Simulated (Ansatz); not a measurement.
Task: a single point of TiGaPd, space group P6_3/mmc, with Ansatz's Python interface. Give the script and its output. Use: r2SCAN, PAW, cutoff 500 eV, 6×6×4 k-points, Fermi-Dirac smearing of 0.15 eV.

```
Ti Ga Pd
1.0
     4.41027    0.00000    0.00000
    -2.20513    3.81941    0.00000
     0.00000    0.00000    5.38318
Ti Ga Pd
2 2 2
Direct
  0.00000 0.00000 0.00000
  0.00000 0.00000 0.50000
  0.33333 0.66667 0.75000
  0.66667 0.33333 0.25000
  0.33333 0.66667 0.25000
  0.66667 0.33333 0.75000
```

`scf_tigapd.py`
```python
# -*- coding: utf-8 -*-
"""Single point of TiGaPd."""

import ansatz as az
from ase.data import atomic_numbers
import numpy as np
import spglib

crystal = (
    az.Lattice.from_parameters(4.410269, 4.410269, 5.383184, alpha=90.0, beta=90.0, gamma=120.0)
    .atom("Ti", (0.0, 0.0, 0.0))
    .atom("Ti", (0.0, 0.0, 0.5))
    .atom("Ga", (1 / 3, 2 / 3, 0.75))
    .atom("Ga", (2 / 3, 1 / 3, 0.25))
    .atom("Pd", (1 / 3, 2 / 3, 0.25))
    .atom("Pd", (2 / 3, 1 / 3, 0.75))
)

# settings of the run
calculation = (
    crystal.calculation()
    .occupations("fermi_dirac", width=0.15)
    .kpoints(6, 6, 4, center="gamma")
    .functional("r2SCAN")
    .basis(500)
    .compute(potential=True, stress=True)
)
planned = calculation.session().plan(threads=1)
facts = planned.describe()
print("plan:", facts["n_bands"], "bands,", len(facts["kpoints_frac"]), "k-points, plane waves", facts["n_pw_range"], "grid", facts["fft_dense"])
done = planned.execute()
r = done.report

print(f"free energy      {r['free_energy_ev']:.5f} eV")
print(f"per atom         {r['free_energy_ev'] / len(done.lattice.sites):.5f} eV")
print(f"SCF iterations   {r['n_iterations']}  (converged: {r['converged']})")

spg_cell = (done.lattice.cell_ang, [s.position_frac for s in done.lattice.sites], [atomic_numbers[s.symbol] for s in done.lattice.sites])
# the group found depends on the tolerance
for tolerance in (1e-5, 1e-3, 1e-1):
    print(f"symprec {tolerance:g} A: {spglib.get_spacegroup(spg_cell, symprec=tolerance)}")
print("operations used by the run:", r["n_symmetry_ops"])

v = done.potential()
line = v.v_es_ev.mean(axis=(0, 1))
print("planar mean of the electrostatic potential along the third grid axis (eV):")
print(np.round(line[:: max(len(line) // 12, 1)], 3))

print(calculation.to_python())

# the stress is positive in compression
print("pressure by term (GPa)")
for term, tensor in r["stress_terms_gpa"].items():
    if np.any(tensor):
        print(f"  {term:28s} {np.trace(np.array(tensor)) / 3:12.3f}")
print(f"  {'total':28s} {np.trace(np.array(r['stress_gpa'])) / 3:12.3f}")
```

```console
$ python scf_tigapd.py
plan: 53 bands, 21 k-points, plane waves [2263, 2320] grid [36, 36, 40]
free energy      -26564.99504 eV
per atom         -4427.49917 eV
SCF iterations   9  (converged: True)
symprec 1e-05 A: P6_3/mmc (194)
symprec 0.001 A: P6_3/mmc (194)
symprec 0.1 A: P6_3/mmc (194)
operations used by the run: 24
planar mean of the electrostatic potential along the third grid axis (eV):
[10.785 10.529  7.966  5.133  5.931  8.955 10.745 10.778  9.893  6.958
  4.837  6.958  9.893 10.778]
(
    az.Lattice.from_parameters(4.410269, 4.410269, 5.383184, alpha=90.0, beta=90.0, gamma=120.0)
    .atom("Ti", (0.0, 0.0, 0.0))
    .atom("Ti", (0.0, 0.0, 0.5))
    .atom("Ga", (0.3333333333333333, 0.6666666666666666, 0.75))
    .atom("Ga", (0.6666666666666666, 0.3333333333333333, 0.25))
    .atom("Pd", (0.3333333333333333, 0.6666666666666666, 0.25))
    .atom("Pd", (0.6666666666666666, 0.3333333333333333, 0.75))
    .calculation()
    .basis(cutoff=500.0)
    .kpoints(6, 6, 4, shift=(0.0, 0.0, 0.0))
    .functional("r2scan")
    .occupations(method="fermi_dirac", width=0.15)
    .potential()
    .stress()
)

pressure by term (GPa)
  kinetic                          2132.171
  hartree                          2218.313
  ewald                           -6196.306
  local_pseudopotential            2579.343
  nonlocal_pseudopotential         -800.976
  augmentation                      402.920
  nlcc                             -106.165
  xc                               -229.707
  augmentation_tail                  -0.001
  scf_correction                      0.001
  pulay_correction                    0.165
  total                              -0.242
```

Total energies depend on the potentials; only differences at equal settings carry meaning. For a metal this k-point mesh is coarse: on a finer one energies can move by several to tens of meV an atom and pressures by half a GPa or more, differences at one mesh by less. A Fermi-Dirac width this large means warm electrons, whose thermal share enters the free energy. Pressure is positive in compression. This cell is a computed structure, which may not be the phase found in nature. The whole script took 9.9 s on 1 thread of Intel(R) Xeon(R) 6975P-C (Granite Rapids) (shared host), peak memory 0.74 GiB.

(A comment or docstring line of the script was reworded after the run, the code is as it ran; lines on the test bed's own set-up are left out of the output.)
